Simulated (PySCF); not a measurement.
# [Dy(SH)2]+: other functionals and bases at one geometry

How far do other levels of theory move the description of [Dy(SH)2]+, and what does each cost? It is a constructed species; whether it can be made isn't addressed.

Computed with PySCF 2.14.0. Level: several levels, as the steps say, no spin–orbit coupling.

3 further runs of the same task are left out: 2 for a known fault of the program, 1 that didn't finish.

## (1) Where the work starts

5 atoms, charge 1, spin multiplicity 1.

Bond lengths: Dy1–S2 2.494 Å, Dy1–S4 2.494 Å, S2–H3 1.368 Å, S4–H5 1.368 Å. Angles: S2–Dy1–S4 110.7°, Dy1–S2–H3 98.0°, Dy1–S4–H5 98.0°.

As a file:

```xyz
5

Dy   -0.6983   -1.3058    0.3707
S    -0.0500    0.4668    2.0003
H     0.5094    1.3454    1.1132
S    -0.0500   -0.6537   -1.9472
H     0.5094    0.5599   -1.6540
```

Formal oxidation states: Dy +3. Each metal's 9 4f electrons lie in its core potential, so multiplicities, spins and levels count the valence alone. An earlier session relaxed this geometry at BP86, Dy lcecp-1-SVP with ECP55, S def2-SVP, H def2-SVP (singlet, point group C2v).

At BP86 on the finer grid: E = -834.393781 Eh, HOMO -11.20 eV, LUMO -8.21 eV, Mulliken charge on Dy1 +1.00 e, largest force component 0.002 eV/Å. 

Levels to run: r2SCAN; M06-L; B3LYP; HF; BP86, TZVP. Hardware: 2 threads of Arm Neoverse V1, shared host.

## (2) r2SCAN

The input, run.py (the lines that set the calculation):

```python
mol = gto.M(atom='''
Dy    -0.69831    -1.30581     0.37067
S     -0.04998     0.46681     2.00029
H      0.50944     1.34538     1.11317
S     -0.04998    -0.65374    -1.94723
H      0.50944     0.55989    -1.65400''',
    basis={'Dy': 'lcecp-1-SVP', 'S': 'def2-SVP', 'H': 'def2-SVP'},
    ecp={'Dy': 'lcecp-1-SVP'},
    charge=1, spin=0)
mf = dft.RKS(mol, xc='R2SCAN')
mf.grids.atom_grid = (75, 302)  # f atoms: unpruned, at least (60, 302)
mf = mf.density_fit()  # fitting sets: Dy AutoAux, S def2-universal-JKFIT, H def2-universal-JKFIT
mf.conv_tol = 1e-08; mf.max_cycle = 55
mf.kernel(dm0)  # dm0: the density of the relaxed state
```

Started as:

```sh
OMP_NUM_THREADS=2 python run.py
```

## (3) M06-L

run.py (the lines that set the calculation): that of step 2 with these lines changed.

```diff
@@ -9,3 +9,3 @@
     charge=1, spin=0)
-mf = dft.RKS(mol, xc='R2SCAN')
+mf = dft.RKS(mol, xc='M06L')
 mf.grids.atom_grid = (75, 302)  # f atoms: unpruned, at least (60, 302)
```

## (4) B3LYP

run.py (the lines that set the calculation): that of step 3 with these lines changed.

```diff
@@ -9,3 +9,3 @@
     charge=1, spin=0)
-mf = dft.RKS(mol, xc='M06L')
+mf = dft.RKS(mol, xc='B3LYP')
 mf.grids.atom_grid = (75, 302)  # f atoms: unpruned, at least (60, 302)
```

## (5) HF

run.py (the lines that set the calculation): that of step 4 with these lines changed.

```diff
@@ -9,4 +9,3 @@
     charge=1, spin=0)
-mf = dft.RKS(mol, xc='B3LYP')
-mf.grids.atom_grid = (75, 302)  # f atoms: unpruned, at least (60, 302)
+mf = scf.RHF(mol)
 mf = mf.density_fit()  # fitting sets: Dy AutoAux, S def2-universal-JKFIT, H def2-universal-JKFIT
```

## (6) BP86, TZVP

Basis: Dy lcecp-1-TZVP with ECP55, S def2-TZVP, H def2-TZVP. 

The input, run.py (the lines that set the calculation):

```python
mol = gto.M(atom='''
Dy    -0.69831    -1.30581     0.37067
S     -0.04998     0.46681     2.00029
H      0.50944     1.34538     1.11317
S     -0.04998    -0.65374    -1.94723
H      0.50944     0.55989    -1.65400''',
    basis={'Dy': 'lcecp-1-TZVP', 'S': 'def2-TZVP', 'H': 'def2-TZVP'},
    ecp={'Dy': 'lcecp-1-TZVP'},
    charge=1, spin=0)
mf = dft.RKS(mol, xc='B88,P86')
mf.grids.atom_grid = (75, 302)  # f atoms: unpruned, at least (60, 302)
mf = mf.density_fit()  # fitting sets: Dy AutoAux, S def2-universal-JKFIT, H def2-universal-JKFIT
mf.conv_tol = 1e-08; mf.max_cycle = 55
mf.kernel(dm0)  # dm0: free metal ions and neutral atoms
```

What does the calculation give? Wanted: for each run, HOMO; gap; charge on Dy1; dipole; largest force.

**Answer**, as computed:

| level | state | HOMO (eV) | gap (eV) | charge on Dy1 (e) | dipole (D) | largest force (eV/Å) | basis functions | time |
| --- | --- | --- | --- | --- | --- | --- | --- | --- |
| BP86 (relaxed here) | singlet | -11.20 | 2.99 | 1.00 | 3.10 | 0.00 | 79 | 6.9 s |
| r2SCAN | singlet | -11.34 | 3.51 | 1.13 | 3.56 | 0.26 | 79 | 4.2 s |
| M06-L | singlet | -11.22 | 3.81 | 1.26 | 3.87 | 0.38 | 79 | 4.4 s |
| B3LYP | singlet | -11.91 | 4.05 | 1.06 | 3.56 | 0.23 | 79 | 2.9 s |
| HF | singlet | -14.59 | 9.26 | 1.40 | 5.18 | 0.72 | 79 | 1.6 s |
| BP86, TZVP | singlet | -11.13 | 2.99 | 1.32 | 3.44 | 0.20 | 133 | 8.4 s |

Times are on 2 threads of Arm Neoverse V1, shared host; the first row also made further properties. The dipole of a charged species depends on the origin, so these sizes hold for this origin alone.

In one basis the HOMO–LUMO gap runs from 2.99 eV (BP86) to 9.26 eV (HF). The largest leftover force, 0.72 eV/Å with HF, stands at a geometry relaxed at another level. The Mulliken charge on Dy spans +1.00 to +1.40 e over the levels. With 4f in the core, its levels are missing from HOMO and gap. Total energies of different levels can't be compared. Spin–orbit coupling is left out throughout.
